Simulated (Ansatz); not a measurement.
# Cl3F2H3Si: the cost of one run

Program: Ansatz 0.2.0. Level of theory: UKS B3LYP/STO-3G. These are calculated values, not measurements.

## Step 1: Starting point

Bond lengths: Si1–Cl3 2.066 Å, Si1–Cl4 2.003 Å, Si1–Cl5 2.002 Å, Si1–F7 2.004 Å. Angles: Cl3–Si1–Cl4 102.1°, Cl3–Si1–Cl5 102.4°, Cl3–Si1–F7 161.4°, Cl4–Si1–Cl5 123.2°, Cl4–Si1–F7 86.1°, Cl5–Si1–F7 86.3°.

Structure file:

```xyz
9

Si   -0.4333    0.6301   -0.7498
H     0.5730   -0.9146   -0.4211
Cl   -0.2818    0.2132   -2.7680
Cl   -2.4058    0.4797   -0.4356
Cl    0.5759    2.3520   -0.5888
H     0.3476   -0.4328    1.7429
F    -0.2427    0.4809    1.2394
H     0.8917   -1.3672    0.3891
F     0.9755   -1.4414    1.5918
```

## Step 2: Run 1

150 steps of 0.5 fs at constant energy, with velocities drawn for 300 K.

File input.yaml:

```yaml
crystal:
  periodic: [false, false, false]
  atoms:
    - { symbol: Si, position_ang: [-0.4333, 0.6301, -0.7498] }
    - { symbol: H, position_ang: [0.573, -0.9146, -0.4211] }
    - { symbol: Cl, position_ang: [-0.2818, 0.2132, -2.768] }
    - { symbol: Cl, position_ang: [-2.4058, 0.4797, -0.4356] }
    - { symbol: Cl, position_ang: [0.5759, 2.352, -0.5888] }
    - { symbol: H, position_ang: [0.3476, -0.4328, 1.7429] }
    - { symbol: F, position_ang: [-0.2427, 0.4809, 1.2394] }
    - { symbol: H, position_ang: [0.8917, -1.3672, 0.3891] }
    - { symbol: F, position_ang: [0.9755, -1.4414, 1.5918] }
magnetization:
  spin_polarized: true
basis:
  gaussian: { orbitals: STO-3G }
hamiltonian:
  xc: b3lyp
md:
  timestep: 0.5
  n_steps: 150
  ensemble: nve
  temperature: 300.0
  initial_velocities: maxwell_boltzmann
  seed: 581329
```

Command:

```
ansatz run input.yaml --threads 1 --pin off --max-ram 2048MiB --backend cpu --events-out ev --progress --plain --runs-dir out
```

**Question.** How long does this run take on 1 thread of Arm Neoverse V2, shared host, and how much memory does it need?

About 11 min, with a peak of 0.2 GiB.
